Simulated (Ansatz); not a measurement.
**SiH₃Br (built from SMILES [SiH3]Br): a barrier at many levels of theory**

Aim: the barrier and energy of one elementary step (Br2–H3 formed, Si1–Br2 loosened, Si1–H3 broken) from LDA up to coupled cluster, on fixed structures, to see where each rung fails.

The runs use Ansatz 0.2.0, Gaussian basis; single points in def2-TZVPP on PBE0-D4/def2-TZVP structures.

Levels: SPW92, PBE-D4, BLYP-D4, r2SCAN-D4, B97M-V, PBE0-D4, B3LYP-D4, r2SCAN0-D4, BHLYP-D4, CAM-B3LYP-D4, wB97X-V, wB97M-V, B2PLYP, PBE-QIDH, RPA on PBE, Hartree-Fock, MP2, CCSD, CCSD(T). The reference is CCSD(T) at the basis limit, from triple and quadruple zeta. Zero-point energies come from PBE0-D4 vibrations.

Correlated methods freeze the cores. Filled d shells of the heavier atoms are correlated. B3LYP uses VWN-RPA correlation. B2PLYP carries no dispersion term here.

42 further runs of the same task are left out: 42 set aside as unsound or not needed.

### 1 Start, saddle and end, as given

Charge 0, multiplicity 1. The folders r, ts and p hold the start, the saddle and the end; their coordinates stand in the first inputs.

```
   pair  r (Å)  ts (Å)  p (Å)
 Br2–H3  3.032   1.449  1.427
Si1–Br2  2.219   2.796  2.626
 Si1–H3  1.481   2.321  3.180
```

### 2 SPW92/def2-TZVPP

r/in.yaml

```yaml
crystal:
  periodic: [false, false, false]
  atoms:
    - {symbol: Si, position_ang: [0.041862, 0.158001, 0.003045]}
    - {symbol: Br, position_ang: [-0.526445, -1.986876, -0.038343]}
    - {symbol: H, position_ang: [-0.323160, 0.763184, -1.298093]}
    - {symbol: H, position_ang: [-0.694826, 0.815430, 1.106403]}
    - {symbol: H, position_ang: [1.502569, 0.250161, 0.226989]}
basis:
  gaussian: {orbitals: def2-TZVPP}
hamiltonian: {xc: lda}
```

ts/in.yaml

```yaml
crystal:
  periodic: [false, false, false]
  atoms:
    - {symbol: Si, position_ang: [0.277913, 0.942695, 0.074919]}
    - {symbol: Br, position_ang: [-0.653114, -1.609469, -0.587479]}
    - {symbol: H, position_ang: [-0.713436, -0.468372, -1.479130]}
    - {symbol: H, position_ang: [-0.463175, 0.831012, 1.394713]}
    - {symbol: H, position_ang: [1.551812, 0.304034, 0.596977]}
basis:
  gaussian: {orbitals: def2-TZVPP}
hamiltonian: {xc: lda}
```

p/in.yaml

```yaml
crystal:
  periodic: [false, false, false]
  atoms:
    - {symbol: Si, position_ang: [0.375586, 1.076258, 0.222534]}
    - {symbol: Br, position_ang: [-0.549776, -1.253241, -0.559354]}
    - {symbol: H, position_ang: [-0.986041, -0.893950, -1.869356]}
    - {symbol: H, position_ang: [-0.413645, 0.799751, 1.496251]}
    - {symbol: H, position_ang: [1.573876, 0.271083, 0.709925]}
basis:
  gaussian: {orbitals: def2-TZVPP}
hamiltonian: {xc: lda}
```

Each run has its own folder and the same command.

Run with:

```bash
$ ansatz run in.yaml --threads 2 --pin off --events-out ev --progress --plain --max-ram 4352MiB
```

Output in r (excerpt; [...] marks lines left out):

```text
Functional definition: SPW92
  name "SPW92"
  cite "Dirac, Proc. Camb. Phil. Soc. 26, 376 (1930) doi:10.1017/S0305004100016108"
  cite "Slater, Phys. Rev. 81, 385 (1951) doi:10.1103/PhysRev.81.385"
  cite "Perdew & Wang, Phys. Rev. B 45, 13244 (1992) doi:10.1103/PhysRevB.45.13244"
[...]
841 factors; their error is unknown
[...]
mean field -77844.69276416 eV, -2860.7396940550 hartree, gradient 4.0e-5 eV, S^2 0.000000; 0 other end points of the search recorded, 0 dependent functions left out
reference -77844.69279618 eV, -2860.7396952319 hartree; 26, 26 occupied and 106, 106 virtual orbitals, 841 factors
Total energy: -77844.69279618 eV, -2860.7396952319 hartree
```

Log of ts (excerpt; [...] marks lines left out):

```text
[... 5 set-up lines as earlier in the session ...]
[...]
841 factors; their error is unknown
[...]
mean field -77841.75835679 eV, -2860.6318565732 hartree, gradient 8.7e-5 eV, S^2 0.000000; 0 other end points of the search recorded, 0 dependent functions left out
reference -77841.75838884 eV, -2860.6318577509 hartree; 26, 26 occupied and 106, 106 virtual orbitals, 841 factors
Total energy: -77841.75838884 eV, -2860.6318577509 hartree
```

Output in p (excerpt; [...] marks lines left out):

```text
[... 5 set-up lines as earlier in the session ...]
[...]
841 factors; their error is unknown
[...]
mean field -77841.89283267 eV, -2860.6367984707 hartree, gradient 3.1e-5 eV, S^2 0.000000; 0 other end points of the search recorded, 0 dependent functions left out
reference -77841.89286438 eV, -2860.6367996360 hartree; 26, 26 occupied and 106, 106 virtual orbitals, 841 factors
Total energy: -77841.89286438 eV, -2860.6367996360 hartree
```

Times: 0.4 s (r), 0.45 s (ts), 0.4 s (p) on 2 threads of Intel Xeon 6975P-C, shared host.

At this level: barrier 67.7 kcal/mol, step energy +64.6 kcal/mol.

### 3 PBE-D4/def2-TZVPP

The same edit goes into each in.yaml of step 2 (r, ts, p):

```diff
-hamiltonian: {xc: lda}
+hamiltonian: {xc: pbe, dispersion: d4}
```

The same command starts each run, in its folder.

Run with:

```bash
$ ansatz run in.yaml --threads 2 --pin off --events-out ev --progress --plain --max-ram 4352MiB
```

Log of r (excerpt; [...] marks lines left out):

```text
Functional definition: PBE
  name "PBE"
  cite "Perdew, Burke & Ernzerhof, Phys. Rev. Lett. 77, 3865 (1996) doi:10.1103/PhysRevLett.77.3865"
  parent pbe
[...]
841 factors; their error is unknown
[...]
mean field -77959.23283736 eV, -2864.9489641070 hartree, gradient 2.4e-5 eV, S^2 0.000000; 0 other end points of the search recorded, 0 dependent functions left out
reference -77959.23287146 eV, -2864.9489653600 hartree; 26, 26 occupied and 106, 106 virtual orbitals, 841 factors
Total energy: -77959.31258450 eV, -2864.9518947604 hartree
```

ts printed (excerpt; [...] marks lines left out):

```text
[... 4 set-up lines as earlier in the session ...]
[...]
841 factors; their error is unknown
[...]
mean field -77956.28139116 eV, -2864.8405004597 hartree, gradient 2.1e-5 eV, S^2 0.000000; 0 other end points of the search recorded, 0 dependent functions left out
reference -77956.28142517 eV, -2864.8405017095 hartree; 26, 26 occupied and 106, 106 virtual orbitals, 841 factors
Total energy: -77956.37010909 eV, -2864.8437607836 hartree
```

Output in p (excerpt; [...] marks lines left out):

```text
[... 4 set-up lines as earlier in the session ...]
[...]
841 factors; their error is unknown
[...]
mean field -77956.41384148 eV, -2864.8453679193 hartree, gradient 3.2e-5 eV, S^2 0.000000; 0 other end points of the search recorded, 0 dependent functions left out
reference -77956.41387515 eV, -2864.8453691566 hartree; 26, 26 occupied and 106, 106 virtual orbitals, 841 factors
Total energy: -77956.50177947 eV, -2864.8485995806 hartree
```

Times: 0.6 s (r), 0.6 s (ts), 0.65 s (p) on 2 threads of Intel Xeon 6975P-C, shared host.

This gives 67.9 kcal/mol for the barrier and +64.8 kcal/mol for the step.

### 4 BLYP-D4/def2-TZVPP

Each input of step 3 (r, ts, p) changes in the same lines:

```diff
-hamiltonian: {xc: pbe, dispersion: d4}
+hamiltonian: {xc: {name: BLYP}, dispersion: d4}
```

Each run has its own folder and the same command.

Run with:

```bash
$ ansatz run in.yaml --threads 2 --pin off --events-out ev --progress --plain --max-ram 4352MiB
```

r printed (excerpt; [...] marks lines left out):

```text
Functional definition: BLYP
  name "BLYP"
  cite "Becke, Phys. Rev. A 38, 3098 (1988) doi:10.1103/PhysRevA.38.3098"
  cite "Lee, Yang & Parr, Phys. Rev. B 37, 785 (1988) doi:10.1103/PhysRevB.37.785"
[...]
841 factors; their error is unknown
[...]
mean field -77974.50805630 eV, -2865.5103180492 hartree, gradient 1.8e-5 eV, S^2 0.000000; 0 other end points of the search recorded, 0 dependent functions left out
reference -77974.50835203 eV, -2865.5103289171 hartree; 26, 26 occupied and 106, 106 virtual orbitals, 841 factors
Total energy: -77974.68398342 eV, -2865.5167832515 hartree
```

ts printed (excerpt; [...] marks lines left out):

```text
[... 4 set-up lines as earlier in the session ...]
[...]
841 factors; their error is unknown
[...]
mean field -77971.57777657 eV, -2865.4026322552 hartree, gradient 3.0e-5 eV, S^2 0.000000; 0 other end points of the search recorded, 0 dependent functions left out
reference -77971.57807953 eV, -2865.4026433889 hartree; 26, 26 occupied and 106, 106 virtual orbitals, 841 factors
Total energy: -77971.77360285 eV, -2865.4098287384 hartree
```

p printed (excerpt; [...] marks lines left out):

```text
[... 4 set-up lines as earlier in the session ...]
[...]
841 factors; their error is unknown
[...]
mean field -77971.69785914 eV, -2865.4070452085 hartree, gradient 3.0e-5 eV, S^2 0.000000; 0 other end points of the search recorded, 0 dependent functions left out
reference -77971.69815881 eV, -2865.4070562210 hartree; 26, 26 occupied and 106, 106 virtual orbitals, 841 factors
Total energy: -77971.89192906 eV, -2865.4141771463 hartree
```

They took 0.65 s (r), 0.65 s (ts), 0.7 s (p) on 2 threads of Intel Xeon 6975P-C, shared host.

This gives 67.1 kcal/mol for the barrier and +64.4 kcal/mol for the step.

### 5 r2SCAN-D4/def2-TZVPP

The same edit goes into each in.yaml of step 4 (r, ts, p):

```diff
-hamiltonian: {xc: {name: BLYP}, dispersion: d4}
+hamiltonian: {xc: r2scan, dispersion: d4}
```

The same command starts each run, in its folder.

Run with:

```bash
$ ansatz run in.yaml --threads 2 --pin off --events-out ev --progress --plain --max-ram 4352MiB
```

Log of r (excerpt; [...] marks lines left out):

```text
Functional definition: r2SCAN
  name "r2SCAN"
  cite "Furness, Kaplan, Ning, Perdew & Sun, J. Phys. Chem. Lett. 11, 8208 (2020) doi:10.1021/acs.jpclett.0c02405"
  cite "Furness, Kaplan, Ning, Perdew & Sun, J. Phys. Chem. Lett. 11, 9248 (2020) doi:10.1021/acs.jpclett.0c03077"
  parent r2scan
[...]
841 factors; their error is unknown
[...]
mean field -77972.91105802 eV, -2865.4516294448 hartree, gradient 3.1e-5 eV, S^2 0.000000; 0 other end points of the search recorded, 0 dependent functions left out
reference -77972.91106806 eV, -2865.4516298137 hartree; 26, 26 occupied and 106, 106 virtual orbitals, 841 factors
Total energy: -77972.92795436 eV, -2865.4522503740 hartree
```

Output in ts (excerpt; [...] marks lines left out):

```text
[... 5 set-up lines as earlier in the session ...]
[...]
841 factors; their error is unknown
[...]
mean field -77969.67935623 eV, -2865.3328665945 hartree, gradient 7.1e-5 eV, S^2 0.000000; 0 other end points of the search recorded, 0 dependent functions left out
reference -77969.67936625 eV, -2865.3328669627 hartree; 26, 26 occupied and 106, 106 virtual orbitals, 841 factors
Total energy: -77969.69824656 eV, -2865.3335608016 hartree
```

Output in p (excerpt; [...] marks lines left out):

```text
[... 5 set-up lines as earlier in the session ...]
[...]
841 factors; their error is unknown
[...]
mean field -77969.83314841 eV, -2865.3385183530 hartree, gradient 3.2e-5 eV, S^2 0.000000; 0 other end points of the search recorded, 0 dependent functions left out
reference -77969.83315837 eV, -2865.3385187191 hartree; 26, 26 occupied and 106, 106 virtual orbitals, 841 factors
Total energy: -77969.85178511 eV, -2865.3392032391 hartree
```

Times: 1.1 s (r), 1.2 s (ts), 1.1 s (p) on 2 threads of Intel Xeon 6975P-C, shared host.

Barrier 74.5 kcal/mol; end less start +70.9 kcal/mol.

### 6 B97M-V/def2-TZVPP

The same edit goes into each in.yaml of step 5 (r, ts, p):

```diff
-hamiltonian: {xc: r2scan, dispersion: d4}
+hamiltonian: {xc: {name: B97M-V}}
```

Each run has its own folder and the same command.

Run with:

```bash
$ ansatz run in.yaml --threads 2 --pin off --events-out ev --progress --plain --max-ram 4352MiB
```

r printed (excerpt; [...] marks lines left out):

```text
Functional definition: B97M-V
  name "B97M-V"
  cite "Mardirossian & Head-Gordon, J. Chem. Phys. 142, 074111 (2015) doi:10.1063/1.4907719"
  cite "Becke, J. Chem. Phys. 107, 8554 (1997) doi:10.1063/1.475007"
  cite "Vydrov & Van Voorhis, J. Chem. Phys. 133, 244103 (2010) doi:10.1063/1.3521275"
  # Of w^i u^j: cxij and so on, Table III.
[...]
  gx(w, u) = cx00 + cx01*u + cx02*u^2 + (cx10 + cx11*u)*w
[...]
  gos(w, u) = cos00 + cos01*u + cos03*u^3 + cos10*w + cos32*w^3*u^2
[...]
      + integral(e_c_pw_mod_opposite_spin*gos(b97_w_opposite, b97_u_opposite)) + vv10(b, c)
841 factors; their error is unknown
[...]
mean field -77959.46564248 eV, -2864.9575195374 hartree, gradient 3.8e-5 eV, S^2 0.000000; 0 other end points of the search recorded, 0 dependent functions left out
reference -77959.46569312 eV, -2864.9575213982 hartree; 26, 26 occupied and 106, 106 virtual orbitals, 841 factors
Total energy: -77959.46569312 eV, -2864.9575213982 hartree
```

Output in ts (excerpt; [...] marks lines left out):

```text
[... 5 set-up lines as earlier in the session ...]
  # Of w^i u^j: cxij and so on, Table III.
[...]
  gx(w, u) = cx00 + cx01*u + cx02*u^2 + (cx10 + cx11*u)*w
[...]
  gos(w, u) = cos00 + cos01*u + cos03*u^3 + cos10*w + cos32*w^3*u^2
[...]
      + integral(e_c_pw_mod_opposite_spin*gos(b97_w_opposite, b97_u_opposite)) + vv10(b, c)
841 factors; their error is unknown
[...]
mean field -77956.37762178 eV, -2864.8440368699 hartree, gradient 4.4e-5 eV, S^2 0.000000; 0 other end points of the search recorded, 0 dependent functions left out
reference -77956.37767199 eV, -2864.8440387150 hartree; 26, 26 occupied and 106, 106 virtual orbitals, 841 factors
Total energy: -77956.37767199 eV, -2864.8440387150 hartree
```

Log of p (excerpt; [...] marks lines left out):

```text
[... 5 set-up lines as earlier in the session ...]
  # Of w^i u^j: cxij and so on, Table III.
[...]
  gx(w, u) = cx00 + cx01*u + cx02*u^2 + (cx10 + cx11*u)*w
[...]
  gos(w, u) = cos00 + cos01*u + cos03*u^3 + cos10*w + cos32*w^3*u^2
[...]
      + integral(e_c_pw_mod_opposite_spin*gos(b97_w_opposite, b97_u_opposite)) + vv10(b, c)
841 factors; their error is unknown
[...]
mean field -77956.56567215 eV, -2864.8509475935 hartree, gradient 3.5e-5 eV, S^2 0.000000; 0 other end points of the search recorded, 0 dependent functions left out
reference -77956.56572170 eV, -2864.8509494145 hartree; 26, 26 occupied and 106, 106 virtual orbitals, 841 factors
Total energy: -77956.56572170 eV, -2864.8509494145 hartree
```

Times: 2.3 s (r), 2.4 s (ts), 2.2 s (p) on 2 threads of Intel Xeon 6975P-C, shared host.

At this level: barrier 71.2 kcal/mol, step energy +66.9 kcal/mol.

### 7 PBE0-D4/def2-TZVPP

The same edit goes into each in.yaml of step 6 (r, ts, p):

```diff
-hamiltonian: {xc: {name: B97M-V}}
+hamiltonian: {xc: pbe0, dispersion: d4}
+output: {orbitals: {seedname: orbitals}}
```

The same command starts each run, in its folder.

Run with:

```bash
$ ansatz run in.yaml --threads 2 --pin off --events-out ev --progress --plain --max-ram 4352MiB
```

Log of r (excerpt; [...] marks lines left out):

```text
Functional definition: PBE0
  name "PBE0"
  cite "Adamo & Barone, J. Chem. Phys. 110, 6158 (1999) doi:10.1063/1.478522"
[... 2 set-up lines as earlier in the session ...]
[...]
881 factors; their error is unknown
[...]
mean field -77962.58434414 eV, -2865.0721297094 hartree, gradient 2.8e-5 eV, S^2 0.000000; 0 other end points of the search recorded, 0 dependent functions left out
reference -77962.58437004 eV, -2865.0721306611 hartree; 26, 26 occupied and 106, 106 virtual orbitals, 881 factors
Total energy: -77962.65107757 eV, -2865.0745821176 hartree
```

ts printed (excerpt; [...] marks lines left out):

```text
[... 5 set-up lines as earlier in the session ...]
[...]
881 factors; their error is unknown
[...]
mean field -77959.42641675 eV, -2864.9560780183 hartree, gradient 4.1e-5 eV, S^2 0.000000; 0 other end points of the search recorded, 0 dependent functions left out
reference -77959.42644219 eV, -2864.9560789532 hartree; 26, 26 occupied and 106, 106 virtual orbitals, 881 factors
Total energy: -77959.50092619 eV, -2864.9588161899 hartree
```

p printed (excerpt; [...] marks lines left out):

```text
[... 5 set-up lines as earlier in the session ...]
[...]
881 factors; their error is unknown
[...]
mean field -77959.59695148 eV, -2864.9623450542 hartree, gradient 4.9e-5 eV, S^2 0.000000; 0 other end points of the search recorded, 0 dependent functions left out
reference -77959.59697679 eV, -2864.9623459841 hartree; 26, 26 occupied and 106, 106 virtual orbitals, 881 factors
Total energy: -77959.67071864 eV, -2864.9650559471 hartree
```

Wall times: 0.85 s (r), 0.9 s (ts), 0.85 s (p) on 2 threads of Intel Xeon 6975P-C, shared host.

Barrier 72.6 kcal/mol; end less start +68.7 kcal/mol.

Fields of r:

The fields below are evaluated on a grid from the run's orbitals.

Frontier orbitals at PBE0-D4/def2-TZVPP, with the share of their density that lies nearest to each atom:

```
orbital  energy (eV)                                         lies on
   HOMO        -8.48                               Br2 82 %; H3 10 %
   LUMO        -0.36  Br2 29 %; Si1 24 %; H3, H4, H5 about 16 % each
```

ELF in a plane through or near 3 of the atoms.

Ten even steps from ' ' (0.00) to '@' (1.00):
```
                                                        
                                                        
                                                        
                                                        
                                    ........            
                                  ..--====--::          
                    ....::....  ..--**####**++--..      
                    ::--==--::::--++##%%%%%%##++::      
                  ..----::    ==####++--==##%%**--..    
                  ..::..--**++::%%##::**==::##**==..    
                  ..::..--**++--%%##--++==--****==..    
                ::++%%%%**::..==**##++----####**--..    
              ::**@@@@@@@@@@%%----++##%%%%%%##++::      
              ++@@@@@@@@@@@@@@::  ::++**##**++::..      
              ==%%@@@@@@@@@@%%..    ..--==--::          
              ..**@@@@@@@@@@##        ......            
                ..==%%@@@@##==                          
                      ......                            
                                                        
                                                        
```
The map spans 9.3 Å across and 8.0 Å up, centred on the molecule. Atoms in the plane (x, y in Å): Si1 (-0.2, 0.0), Br2 (2.1, 0.0), H3 (-0.6, -1.4).

On the surface of density 0.002 e/bohr³ the electrostatic potential runs, from the 1st to the 99th percentile, from -0.35 V near Br2 to 1.51 V near H3.

Fields of ts:

The fields below are evaluated on a grid from the run's orbitals.

Frontier orbitals at PBE0-D4/def2-TZVPP, with the share of their density that lies nearest to each atom:

```
orbital  energy (eV)                                         lies on
   HOMO        -6.48        Si1 61 %; H4, H5 about 13 % each; H3 8 %
   LUMO        -2.08  Si1 53 %; Br2 16 %; H3, H4, H5 about 10 % each
```

ELF in a plane through or near 2 of the atoms.

Values, 10 rows by 14 columns:
```
0.00 0.00 0.00 0.00 0.00 0.00 0.00 0.00 0.00 0.00 0.00 0.00 0.00 0.00
0.00 0.00 0.00 0.00 0.01 0.01 0.00 0.00 0.00 0.00 0.00 0.00 0.00 0.00
0.00 0.00 0.00 0.14 0.44 0.48 0.16 0.03 0.00 0.01 0.01 0.01 0.00 0.00
0.00 0.00 0.02 0.31 0.73 0.83 0.55 0.21 0.03 0.11 0.15 0.09 0.01 0.00
0.00 0.00 0.01 0.14 0.56 0.37 0.23 0.54 0.21 0.73 0.68 0.33 0.06 0.00
0.00 0.00 0.00 0.05 0.20 0.32 0.51 0.53 0.35 0.97 0.90 0.46 0.08 0.01
0.00 0.00 0.01 0.26 0.72 0.79 0.57 0.42 0.10 0.40 0.43 0.21 0.04 0.00
0.00 0.00 0.01 0.25 0.64 0.69 0.30 0.07 0.01 0.02 0.04 0.02 0.00 0.00
0.00 0.00 0.00 0.02 0.12 0.14 0.03 0.00 0.00 0.00 0.00 0.00 0.00 0.00
0.00 0.00 0.00 0.00 0.00 0.00 0.00 0.00 0.00 0.00 0.00 0.00 0.00 0.00
```
The map spans 8.5 Å across and 7.4 Å up, centred on the molecule. Atoms in the plane (x, y in Å): Si1 (-0.8, 0.0), H3 (1.6, 0.0).

log10 of the density (e/Å³) in the same plane.

Values, 10 rows by 14 columns:
```
-4.0 -4.0 -4.0 -4.0 -4.0 -4.0 -4.0 -4.0 -4.0 -4.0 -4.0 -4.0 -4.0 -4.0
-4.0 -4.0 -3.9 -3.4 -3.1 -2.9 -3.1 -3.3 -3.6 -3.8 -3.9 -4.0 -4.0 -4.0
-4.0 -4.0 -3.1 -2.4 -1.9 -1.6 -1.8 -2.2 -2.5 -2.6 -2.7 -3.0 -3.5 -4.0
-4.0 -3.7 -2.6 -1.8 -1.1 -0.8 -0.9 -1.3 -1.7 -1.6 -1.7 -2.1 -2.8 -3.5
-4.0 -3.6 -2.5 -1.6 -0.8 -0.3 -0.3 -0.7 -0.9 -0.6 -0.8 -1.4 -2.3 -3.1
-4.0 -3.7 -2.5 -1.6 -0.8  0.6  1.0 -0.5 -0.7  0.0 -0.4 -1.2 -2.2 -3.0
-4.0 -3.6 -2.5 -1.6 -0.8 -0.4 -0.5 -0.9 -1.2 -1.0 -1.2 -1.6 -2.5 -3.2
-4.0 -3.9 -2.8 -2.1 -1.5 -1.2 -1.4 -1.8 -2.2 -2.2 -2.3 -2.6 -3.2 -3.8
-4.0 -4.0 -3.4 -2.9 -2.5 -2.3 -2.5 -2.8 -3.1 -3.2 -3.3 -3.5 -4.0 -4.0
-4.0 -4.0 -4.0 -3.8 -3.5 -3.3 -3.5 -3.7 -4.0 -4.0 -4.0 -4.0 -4.0 -4.0
```
The map spans 8.5 Å across and 7.4 Å up, centred on the molecule. Atoms in the plane (x, y in Å): Si1 (-0.8, 0.0), H3 (1.6, 0.0).

On the surface of density 0.002 e/bohr³ the electrostatic potential runs, from the 1st to the 99th percentile, from -0.74 to 1.93 V.

Fields of p:

The fields below are evaluated on a grid from the run's orbitals.

Frontier orbitals at PBE0-D4/def2-TZVPP, with the share of their density that lies nearest to each atom:

```
orbital  energy (eV)                                     lies on
   HOMO        -6.16            Si1 68 %; H4, H5 about 13 % each
   LUMO        -1.36  Si1 55 %; Br2 15 %; H4, H5 about 11 % each
```

ELF in a plane through or near 2 of the atoms.

Values, 10 rows by 14 columns:
```
0.00 0.00 0.00 0.00 0.00 0.00 0.00 0.00 0.00 0.00 0.00 0.00 0.00 0.00
0.00 0.00 0.00 0.00 0.04 0.10 0.02 0.00 0.00 0.00 0.00 0.00 0.00 0.00
0.00 0.00 0.00 0.41 0.97 0.98 0.57 0.01 0.13 0.22 0.06 0.00 0.00 0.00
0.00 0.00 0.02 0.78 1.00 1.00 0.81 0.11 0.72 0.67 0.32 0.05 0.00 0.00
0.00 0.00 0.01 0.28 0.89 0.97 0.53 0.52 0.66 0.56 0.67 0.27 0.01 0.00
0.00 0.00 0.00 0.05 0.38 0.55 0.20 0.71 0.34 0.32 0.79 0.40 0.02 0.00
0.00 0.00 0.01 0.68 1.00 1.00 0.74 0.25 0.82 0.76 0.46 0.10 0.00 0.00
0.00 0.00 0.01 0.66 0.99 1.00 0.71 0.03 0.39 0.48 0.15 0.01 0.00 0.00
0.00 0.00 0.00 0.04 0.62 0.76 0.18 0.00 0.01 0.03 0.01 0.00 0.00 0.00
0.00 0.00 0.00 0.00 0.00 0.01 0.00 0.00 0.00 0.00 0.00 0.00 0.00 0.00
```
The map spans 9.7 Å across and 7.4 Å up, centred on the molecule. Atoms in the plane (x, y in Å): H4 (-1.3, 1.1), H5 (-1.3, -1.1).

On the surface of density 0.002 e/bohr³ the electrostatic potential runs, from the 1st to the 99th percentile, from -1.04 V near Si1 to 2.51 V near H3.

[end of part 1 of 3]
